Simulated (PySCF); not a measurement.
**TlS: bond curves at several levels of theory**

One job finds the state of TlS, follows it along the bond with each method and fits the curves.

Program: PySCF 2.14.0. Level of theory: Tl aug-cc-pVDZ-PP with ECP60, S aug-cc-pV(D+d)Z, scalar-relativistic core potentials. These are calculated values, not measurements.

## Step 1: The job

A driver script around PySCF takes these settings:

```json
{
 "atoms": "Tl, S",
 "charge": "0",
 "basis": "Tl aug-cc-pVDZ-PP with ECP60, S aug-cc-pV(D+d)Z",
 "Hamiltonian": "scalar-relativistic core potentials",
 "basis functions": "64",
 "electrons treated": "37",
 "masses in u": "204.9744, 31.9721",
 "levels": "PBE0, PBE, r²SCAN, BLYP, revPBE, M06-L, HF, MP2, SCS-MP2, CCSD, CCSD(T)",
 "grid": "80 radial by 434 angular points",
 "occupations": "held fixed by the projection of orbital angular momentum",
 "dissociation limit": "Tl + S, each in its ground configuration",
 "starting distance in angstrom": "2.415",
 "values of 2S to try": "1, 3"
}
```

Run with:

```
$ OMP_NUM_THREADS=1 python dia.py task.json out
```

After this run come: PBE0 along the bond; Excited determinants; PBE; r²SCAN; BLYP (GGA); revPBE (GGA); M06-L; UHF; Adding correlation.

Before running it: what results should come out? Wanted: for each run, Re; ωe; De; μ.

The runs gave:

Lowest PBE0 solution found, without spin–orbit coupling: ²Π (doublet), unpaired electrons π ↑. State 2 has its PBE0 minimum 0.23 eV higher. State 3 has its PBE0 minimum 2.96 eV higher. The other levels ran on the lowest alone.

| level | Re (Å) | ωe (cm⁻¹) | De (eV) | μ (D) |
| --- | --- | --- | --- | --- |
| UHF | 2.654 | 254.6 | 1.78 | -4.49 |
| UHF-MP2 | 2.636 | 262.7 | 2.78 | n/a |
| UHF-SCS-MP2 | 2.649 | 258.0 | 2.72 | n/a |
| UHF-CCSD | 2.648 | 257.8 | 2.61 | n/a |
| UHF-CCSD(T) | 2.651 | 256.6 | 2.71 | n/a |
| PBE | 2.646 | 252.3 | 3.18 | -3.77 |
| revPBE | 2.667 | 245.5 | 3.01 | -3.95 |
| BLYP | 2.682 | 242.0 | 3.04 | -3.92 |
| r²SCAN | 2.627 | 261.6 | 3.11 | -3.81 |
| M06-L | 2.658 | 251.3 | 3.32 | -4.33 |
| PBE0 | 2.623 | 261.9 | 3.03 | -3.92 |

De is counted to Tl + S in their ground configurations. A positive dipole means Tl(−)S(+).

Differences from CCSD(T) in the same basis:

| level | Re (mÅ) | ωe (%) |
| --- | --- | --- |
| UHF | +3 | -0.8 |
| UHF-MP2 | -16 | +2.4 |
| UHF-SCS-MP2 | -2 | +0.6 |
| UHF-CCSD | -3 | +0.5 |
| PBE | -5 | -1.7 |
| revPBE | +16 | -4.3 |
| BLYP | +31 | -5.7 |
| r²SCAN | -24 | +2.0 |
| M06-L | +6 | -2.0 |
| PBE0 | -29 | +2.1 |

What this shows: Judged by CCSD(T) in the same basis: best bond length UHF-SCS-MP2 (-2 mÅ), worst BLYP (+31 mÅ); best wavenumber UHF-CCSD (+0.5 %), worst BLYP (-5.7 %). CCSD(T) in a basis this small is itself some way from its limit, more so than the functionals. Among the levels with a De in the table, it runs from 1.78 eV (UHF) to 3.32 eV (M06-L).

Correlated steps freeze 9 core orbitals. These are scalar-relativistic numbers at best; spin–orbit coupling would shift them, the dissociation energy most. With spin–orbit coupling the term label itself may not hold.
